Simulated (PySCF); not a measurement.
# One shape, several levels: GeSiH6O (SMILES [SiH3][O][GeH3])

We compute a comparison of 6 runs (HF/3-21G, B3LYP/6-31G*, CAM-B3LYP/def2-SVP, M06-L/def2-SVP, SVWN5/def2-SVP, revPBE/def2-SVP) of GeSiH6O. Input form: a Python script.

The calculation is run with PySCF 2.14.0.

1 further run of the same task is left out (set aside as unsound or not needed).

## 1. Starting point

GeSiH6O: 9 atoms, total charge 0, spin state singlet. SMILES: `[SiH3][O][GeH3]`. The shape is that of a PBE0-D4/def2-TZVP optimisation.

Bond lengths: Si1–O2 1.633 Å, O2–Ge3 1.776 Å, Si1–H4 1.490 Å, Si1–H5 1.484 Å, Si1–H6 1.490 Å, Ge3–H7 1.532 Å, Ge3–H8 1.538 Å, Ge3–H9 1.538 Å. Some angles: Si1–O2–Ge3 134.7°, O2–Si1–H4 111.0°, O2–Si1–H5 108.2°, O2–Si1–H6 111.0°, O2–Ge3–H7 105.5°, O2–Ge3–H8 108.4°, O2–Ge3–H9 108.4°, H4–Si1–H5 109.4°, H4–Si1–H6 107.8°, H5–Si1–H6 109.4°.

## 2. The energy at HF/3-21G (run 1)

Input file job.py:

```python
# [SiH3][O][GeH3]
from pyscf import gto, scf

molecule = gto.Mole()
molecule.atom = '''
Si    -0.686600     1.033100    -0.921400
O      0.592700     0.201900    -0.339400
Ge     0.809800    -1.049500     0.901700
H     -1.697500     0.113200    -1.514500
H     -0.195800     1.964800    -1.966700
H     -1.355600     1.810800     0.159300
H      2.310800    -1.355600     0.917000
H     -0.018800    -2.280500     0.498400
H      0.329300    -0.484400     2.248700
'''
molecule.verbose = 3
molecule.max_memory = 1860
molecule.basis = '3-21g'
molecule.build()

hf = scf.RHF(molecule)
hf.conv_tol = 1e-10
hf.kernel()
if not hf.converged:
    hf = hf.newton().run(hf.mo_coeff, hf.mo_occ)

etot = hf.e_tot
print(f'total energy: {etot:.8f} hartree')
```

Launch:

```bash
$ OMP_NUM_THREADS=1 python job.py
```

Standard output:

```text
converged SCF energy = -2430.7100599445
total energy: -2430.71005994 hartree
```

It took 0.91 s on 1 thread of Intel Xeon at 2.70GHz, shared host; peak memory 0.11 GiB.

## 3. The energy at B3LYP/6-31G(d) (spherical functions) (run 2)

Input file job.py:

```python
from pyscf import gto, dft

molecule = gto.M(
    atom='''
Si    -1.297486     1.952276    -1.741194
O      1.120041     0.381536    -0.641373
Ge     1.530300    -1.983268     1.703966
H     -3.207810     0.213917    -2.861990
H     -0.370008     3.712934    -3.716524
H     -2.561713     3.421916     0.301033
H      4.366779    -2.561713     1.732879
H     -0.035527    -4.309520     0.941840
H      0.622287    -0.915383     4.249427
''',
    verbose=4,
    max_memory=1860,
    spin=0,
    basis='6-31g*',
    unit='bohr',
)

mf = dft.RKS(molecule)
mf.xc = 'b3lyp'
mf.conv_tol = 1e-10
mf.grids.level = 5
mf.kernel()
if not mf.converged:
    mf = mf.newton().run(mf.mo_coeff, mf.mo_occ)

e_tot = mf.e_tot
print('Final energy', e_tot)
```

Launch:

```bash
$ OMP_NUM_THREADS=1 python job.py
```

Standard output:

```text
PySCF version 2.14.0

[... 77 lines left out ...]
converged SCF energy = -2445.11857105191
Final energy -2445.1185710519144
```

It took 19 s on 1 thread of Intel Xeon at 2.70GHz, shared host; peak memory 0.4 GiB.

Runs 3 to 5 aren't shown in full; the table further down has their settings and results.

## 4. A single-point energy at revPBE/def2-SVP (run 6)

Input file run.py:

```python
from pyscf import gto, dft

mol = gto.M(
    atom='''
Si      -0.686600       1.033100      -0.921400
O        0.592700       0.201900      -0.339400
Ge       0.809800      -1.049500       0.901700
H       -1.697500       0.113200      -1.514500
H       -0.195800       1.964800      -1.966700
H       -1.355600       1.810800       0.159300
H        2.310800      -1.355600       0.917000
H       -0.018800      -2.280500       0.498400
H        0.329300      -0.484400       2.248700
''',
    spin=0,
    max_memory=1860,
    verbose=3,
    basis='def2-svp',
)

mf = dft.RKS(mol)
mf.xc = 'revpbe'
mf.conv_tol = 1e-10
mf.grids.level = 5
mf.kernel()
if not mf.converged:
    mf = mf.newton().run(mf.mo_coeff, mf.mo_occ)

energy = mf.e_tot
print('E = %.10f Eh' % energy)
```

Launch:

```bash
$ OMP_NUM_THREADS=1 python run.py
```

Standard output:

```text
converged SCF energy = -2444.69378590872
E = -2444.6937859087 Eh
```

Run time: 23 s. Hardware: 1 thread of Intel Xeon at 2.70GHz, shared host; peak memory 0.49 GiB.

## 5. All runs side by side

| run | level | integration grid | energy (Eh) | dipole moment (D) | HOMO energy (eV) | LUMO energy (eV) | wall time |
| --- | --- | --- | --- | --- | --- | --- | --- |
| 1 | HF/3-21G | – | -2430.710060 | 1.52 | -11.67 | 3.70 | 0.91 s |
| 2 | B3LYP/6-31G* (spherical functions) | 5 | -2445.118571 | 1.32 | -7.99 | -0.20 | 19 s |
| 3 | CAM-B3LYP/def2-SVP | 5 | -2445.047734 | 1.32 | -9.73 | 1.17 | 31 s |
| 4 | M06-L/def2-SVP | 5 | -2444.885697 | 1.30 | -7.21 | -0.14 | 38 s |
| 5 | SVWN5/def2-SVP | 5 | -2440.043594 | 1.26 | -6.93 | -1.07 | 11 s |
| 6 | revPBE/def2-SVP | 5 | -2444.693786 | 1.23 | -6.86 | -0.68 | 23 s |

## 6. Summary of results

```
            quantity           value
 run 6: total energy  -2444.69379 Eh
run 6: dipole moment          1.23 D
  run 6: HOMO energy        -6.86 eV
  run 6: LUMO energy        -0.68 eV
run 6: HOMO–LUMO gap         6.18 eV
```

What this shows: The dipole moment (its size) runs from 1.23 D (revPBE/def2-SVP) to 1.52 D (HF/3-21G). The two ends differ in method and basis. The HOMO–LUMO gap runs from 5.85 eV (SVWN5/def2-SVP) to 15.37 eV (HF/3-21G). Totals of different functionals can't be ranked against each other. All runs together took 2.1 min, the longest 38 s.
